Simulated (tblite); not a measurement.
# C9H7F3OSe: the cost of one run

Computed with tblite 0.8.0 and PySCF 2.14.0 and routines of our own; the level stands in each step. Atoms count from 0.

## 1. The system as given

21 atoms, charge 0, multiplicity 1; geometry from: force field or distance geometry start.

## 2. Optimising the geometry with GFN2-xTB

Job settings and geometry (Å):

```
{"job": {"kind": "relax", "xc": "GFN2-xTB", "basis": "xTB"}, "charge": 0, "multiplicity": 1}
C      3.458300     1.077600    -0.157300
Se     3.106100    -0.841900     0.013000
C      1.194200    -1.024500     0.111700
C      0.560200    -0.407900     1.197300
C     -0.719100     0.133600     1.262900
C     -1.692500     0.142300     0.241200
C     -2.666400     1.266500     0.253700
F     -3.934000     0.761700     0.389400
F     -2.440500     2.108200     1.342000
F     -2.531700     2.076200    -0.849800
C     -1.789000    -0.814700    -0.751200
O     -2.931000    -0.916900    -1.266300
C     -0.798200    -1.666000    -1.232000
C      0.566500    -1.722800    -0.908600
H      2.695800     1.561400     0.544000
H      3.190100     1.451300    -1.157000
H      4.484100     1.351600     0.132600
H      1.161300    -0.390600     2.104500
H     -1.018100     0.626400     2.192200
H     -1.097400    -2.393800    -1.984400
H      1.192600    -2.361100    -1.478400
```

Command:

```sh
> OMP_NUM_THREADS=1 python excited_run.py task.json out
```

The driver reads the jobs from task.json and runs them one after another.

**Question.** How long does this first job take on 1 thread of Intel Xeon Platinum 8259CL at 2.50GHz, shared host, and how much memory does it need?

About 3.7 s, with a peak of 0.18 GiB.
